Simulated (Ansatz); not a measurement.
**BH5OSn (SMILES O[BH][SnH3]): functionals against CCSD(T) at one geometry**

An exercise on one series of results from a longer session: the logs are not shown, and one member is left open.

Program: Ansatz 0.2.0, Gaussian basis. Level of theory: single points in def2-TZVPP. These are calculated values, not measurements.

Cores are frozen in the correlated methods. Filled d shells of the heavier atoms are correlated. Core potentials replace the inner electrons past krypton, and spin-orbit coupling is left out.

**The starting structure**

SMILES `O[BH][SnH3]`, 8 atoms, charge 0, spin multiplicity 1.

Atoms are counted from 1 here; the program's logs count them from 0.

Bond lengths: O1–B2 1.310 Å, O1–H4 0.841 Å, B2–Sn3 2.147 Å, B2–H5 1.228 Å, Sn3–H6 1.633 Å, Sn3–H7 1.509 Å, Sn3–H8 1.686 Å. Angles: B2–O1–H4 96.5°, O1–B2–Sn3 128.0°, O1–B2–H5 120.3°, Sn3–B2–H5 111.6°, B2–Sn3–H6 111.5°, B2–Sn3–H7 118.3°, B2–Sn3–H8 120.4°, H6–Sn3–H7 97.1°, H6–Sn3–H8 97.3°, H7–Sn3–H8 107.8°.

Geometry (Å):

```mol
BH5OSn
  3D, bonds by distance, orders not assigned

  8  7  0  0  0  0  0  0  0  0999 V2000
   -1.6765    0.0357   -1.2091 O   0  0
   -0.4357    0.3914   -0.9842 B   0  0
    0.8256   -0.1753    0.6583 Sn  0  0
   -1.8563   -0.1878   -0.4180 H   0  0
    0.1652    1.0919   -1.7947 H   0  0
   -0.0086   -0.2345    2.0610 H   0  0
    1.3566   -1.5875    0.6982 H   0  0
    2.0554    0.8520    1.1824 H   0  0
  1  2  8  0
  1  4  8  0
  2  3  8  0
  2  5  8  0
  3  6  8  0
  3  7  8  0
  3  8  8  0
M  END
```

Set-up of the first run:

Contents of run/in.yaml:

```yaml
crystal:
  periodic: [false, false, false]
  atoms:
    - {symbol: O, position_ang: [-1.676500, 0.035700, -1.209100]}
    - {symbol: B, position_ang: [-0.435700, 0.391400, -0.984200]}
    - {symbol: Sn, position_ang: [0.825600, -0.175300, 0.658300]}
    - {symbol: H, position_ang: [-1.856300, -0.187800, -0.418000]}
    - {symbol: H, position_ang: [0.165200, 1.091900, -1.794700]}
    - {symbol: H, position_ang: [-0.008600, -0.234500, 2.061000]}
    - {symbol: H, position_ang: [1.356600, -1.587500, 0.698200]}
    - {symbol: H, position_ang: [2.055400, 0.852000, 1.182400]}
basis:
  gaussian: {orbitals: def2-TZVPP}
correlation: {method: ccsd_t}
output: {forces: true}
```

No record of the launch command was kept for these runs.

Among the steps run: CCSD(T)/def2-TZVPP; PBE0-D4/def2-TZVPP; wB97M-V/def2-TZVPP; r2SCAN-D4/def2-TZVPP; PBE-D4/def2-TZVPP; wB97X-V/def2-TZVPP; CAM-B3LYP-D4/def2-TZVPP.

One table of the session follows, with a row left open; its other results are not shown here.

| method | RMS force component (eV/Å) | angle to CCSD(T) forces (°) | dipole (D) |
| --- | --- | --- | --- |
| CCSD(T) | 3.041 | reference | 0.64 |
| PBE0-D4 | 3.017 | 3.0 | 0.66 |
| wB97M-V | 3.027 | 1.9 | 0.68 |
| r2SCAN-D4 | ? | ? | ? |
| PBE-D4 | 3.168 | 3.1 | 0.77 |
| wB97X-V | 3.057 | 1.4 | 0.64 |
| CAM-B3LYP-D4 | 3.016 | 3.2 | 0.61 |

Estimate the missing values for r2SCAN-D4.

**Answer.** RMS force component (eV/Å): 3.030; angle to CCSD(T) forces (°): 2.0; dipole (D): 0.73. In the column «RMS force component (eV/Å)» it lies between wB97M-V (3.027) and CCSD(T) (3.041).
